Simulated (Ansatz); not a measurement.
Geometry optimisation, DFT PBEsol, scalar-relativistic, plane waves, PAW in Ansatz 0.2.0.

Input file:

```yaml
crystal:
  lattice:
    - [6.32, 0.0, 0.0]
    - [0.0, 6.32, 0.0]
    - [0.0, 0.0, 6.32]
  atoms:
    - { symbol: W, position: [0.0, 0.0, 0.0] }
    - { symbol: W, position: [0.5, 0.0, 0.0] }
    - { symbol: W, position: [0.0, 0.5, 0.0] }
    - { symbol: W, position: [0.0, 0.0, 0.5] }
    - { symbol: W, position: [0.25, 0.25, 0.25] }
    - { symbol: W, position: [0.5, 0.5, 0.0] }
    - { symbol: W, position: [0.5, 0.0, 0.5] }
    - { symbol: W, position: [0.75, 0.25, 0.25] }
    - { symbol: W, position: [0.0, 0.5, 0.5] }
    - { symbol: W, position: [0.25, 0.75, 0.25] }
    - { symbol: W, position: [0.25, 0.25, 0.75] }
    - { symbol: W, position: [0.5, 0.5, 0.5] }
    - { symbol: W, position: [0.75, 0.75, 0.25] }
    - { symbol: W, position: [0.75, 0.25, 0.75] }
    - { symbol: W, position: [0.25, 0.75, 0.75] }
    - { symbol: W, position: [0.75, 0.75, 0.75] }
    - { symbol: "N", position: [0.2414563, 0.3713724, 0.0017334] }
basis:
  ecutwfc: 420.0
kpoints:
  mp_grid: { grid: [3, 3, 3] }
hamiltonian:
  xc: pbesol
scf:
  occupations: { method: fermi_dirac, width: 0.1 }
  lower_state_search: "off"
relax:
  f_tol: 0.03
  max_steps: 60
  adjacent_minimum: "off"
```

Launched with:

```bash
$ ansatz run input.yaml --threads 4 --pin off --max-ram 10240MiB --backend cpu --events-out ev --progress --plain --runs-dir out
```

Question: Where does it end, and by what steps?

Answer: It converged. Limits of this set-up: coarse k mesh, odd electron count without spin, a small cell, in which the defect meets its images, a typed lattice constant that wasn't relaxed here. After 10 steps the energy has fallen by 3.294 eV; N17 moved furthest, 0.72 Å. The start is strongly strained (largest force component 9 eV/Å).

| step | energy less start (eV) | largest force component (eV/Å) | accepted |
| --- | --- | --- | --- |
| 0 | 0.0000 | 9.132 | yes |
| 1 | -1.4008 | 2.707 | yes |
| 2 | -2.6356 | 0.854 | yes |
| 3 | -2.7202 | 0.505 | yes |
| 4 | -2.9324 | 1.125 | yes |
| 5 | -3.0183 | 0.803 | yes |
| 6 | -3.2449 | 0.601 | yes |
| 7 | -3.2134 | 0.695 | no |
| 8 | -3.2933 | 0.084 | yes |
| 9 | -3.2941 | 0.057 | yes |
| 10 | -3.2945 | 0.002 | yes |

```xyz
17
Lattice="6.3200 0.0000 0.0000 0.0000 6.3200 0.0000 0.0000 0.0000 6.3200" Properties=species:S:1:pos:R:3
W 0.000 0.048 0.001
W 3.154 0.048 0.001
W 0.000 3.202 0.001
W -0.059 -0.010 3.161
W 1.577 1.625 1.867
W 3.154 3.202 0.001
W 3.212 -0.010 3.161
W 4.737 1.625 1.591
W -0.058 3.260 3.161
W 1.577 4.785 1.591
W 1.577 1.625 4.454
W 3.212 3.260 3.161
W 4.737 4.785 1.546
W 4.737 1.625 4.730
W 1.577 4.785 4.730
W 4.737 4.785 4.776
N 1.577 1.625 0.001
```

Whether the end is a true minimum wasn't checked by a vibrational analysis.

Run time: 2.1 min on 4 threads of AMD EPYC 7R13 Processor (Zen 3) (shared host), peak memory 1.2 GiB.
